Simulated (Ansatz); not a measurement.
**KRbBr2: a single-point run**

Wanted: a converged single-point run for KRbBr2, and a check of what comes out. The structure is shown as the input types it. The cell is built on a prototype (ordering on rocksalt) and needn't be the phase found in nature.

Program: Ansatz 0.2.0. Level of theory: density functional or hybrid calculation with the settings of its input, plane waves (as first typed). These are calculated values, not measurements.

2 further runs of the same task are left out: 2 that didn't finish.

**1. The starting structure**

The structure is trigonal, space group R-3m (No. 166). The conventional cell has a = 4.778 Å, b = 4.778 Å, c = 23.465 Å, α = 90.00°, β = 90.00°, γ = 120.00°. K (site symmetry -3m) is surrounded by 6 Br at 3.33 Å. Rb (site symmetry -3m) is surrounded by 6 Br at 3.44 Å. Br (site symmetry 3m) has 3 K at 3.33 Å and 3 Rb at 3.44 Å as nearest neighbours.

Coordinates:

```xyz
4
Lattice="2.3891 1.3793 7.8218 -2.3891 1.3793 7.8218 0.0000 -2.7586 7.8218" Properties=species:S:1:pos:R:3 pbc="T T T"
K     2.3891    1.3793    7.8218
Rb    0.0000    0.0000   11.7327
Br    0.0000    0.0000    5.9655
Br    0.0000    0.0000   17.4999
```

**2. Running it**

File input.yaml:

```yaml
crystal:
  lattice:
    - [2.389060574, 1.3793247655, 7.8217952968]
    - [-2.389060574, 1.3793247655, 7.8217952968]
    - [0.0, -2.758649531, 7.8217952968]
  atoms:
    - { symbol: K, position: [1.0, 0.0, 0.0] }
    - { symbol: Rb, position: [0.5, 0.5, 0.5] }
    - { symbol: Br, position: [0.2542253037, 0.2542253037, 0.2542253037] }
    - { symbol: Br, position: [0.7457746963, 0.7457746963, 0.7457746963] }
kpoints:
  mp_grid: { grid: [1, 1, 1] }
hamiltonian:
  xc: pbe
scf:
  occupations: { method: fixed }
  n_extra_bands: 5
output:
  forces: true
  stress: true
  eigenvalues: true
```

Run with:

```bash
$ ansatz run input.yaml --threads 4 --pin off --max-ram 3686MiB --backend cpu --events-out ev --progress --plain --runs-dir out
```

Q: Will this input give a usable result? If not, why, and what should change?

This run ends as converged. Convergence says nothing about whether the input makes sense.

In the input, kpoints.mp_grid.grid is [1, 1, 1]. Band dispersion is ignored when only one k-point is used.

Run again and compare: set kpoints.mp_grid.grid to [4, 4, 4].
